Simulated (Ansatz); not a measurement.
# AlBrCl2H2O: the cost of one run

All numbers below are computed with Ansatz 0.2.0 (RKS B3LYP-D4/def2-SVP).

### 1 The system as given

Bond lengths: Al1–Br2 2.814 Å, Al1–Cl3 2.011 Å, Al1–Cl4 2.017 Å, Al1–O6 2.182 Å, O6–H7 0.955 Å. Angles: Br2–Al1–Cl3 104.7°, Br2–Al1–Cl4 106.1°, Br2–Al1–O6 75.8°, Cl3–Al1–Cl4 140.7°, Cl3–Al1–O6 104.0°, Cl4–Al1–O6 106.8°, Al1–O6–H7 131.2°.

Coordinates:

```xyz
7

Al   -0.2307   -0.8444   -0.5660
Br    1.1827    1.4523   -1.3710
Cl    1.1732   -2.2758   -0.4048
Cl   -2.1282   -0.5846   -1.1976
H     0.6529    1.0918    0.5142
O    -0.0109    0.3168    1.2679
H    -0.6389    0.8439    1.7573
```

### 2 Pulling towards end A

Springs on the bonds that form and break draw the guess towards this end; the thresholds are loose.

Input file input.yaml:

```yaml
crystal:
  periodic: [false, false, false]
  atoms:
    - { symbol: Al, position_ang: [-0.2307, -0.8444, -0.566] }
    - { symbol: Br, position_ang: [1.1827, 1.4523, -1.371] }
    - { symbol: Cl, position_ang: [1.1732, -2.2758, -0.4048] }
    - { symbol: Cl, position_ang: [-2.1282, -0.5846, -1.1976] }
    - { symbol: H, position_ang: [0.6529, 1.0918, 0.5142] }
    - { symbol: O, position_ang: [-0.0109, 0.3168, 1.2679] }
    - { symbol: H, position_ang: [-0.6389, 0.8439, 1.7573] }
basis:
  gaussian: { orbitals: def2-SVP }
hamiltonian:
  xc: b3lyp
  dispersion: d4
relax:
  f_tol: 0.15
  max_steps: 25
  restrain:
    - { distance: [0, 5], at: 3.17, k: 30.0 }
    - { distance: [4, 1], at: 2.81, k: 30.0 }
    - { distance: [0, 1], at: 2.41, k: 30.0 }
    - { distance: [4, 5], at: 0.97, k: 30.0 }
```

Command:

```
> ansatz run input.yaml --threads 2 --pin off --max-ram 3072MiB --backend cpu --events-out ev --progress --plain --runs-dir out
```

**Question.** How long does this run take on 2 threads of Intel Xeon Platinum 8488C (Sapphire Rapids), shared host, and how much memory does it need?

About 23 s, with a peak of 0.3 GiB.
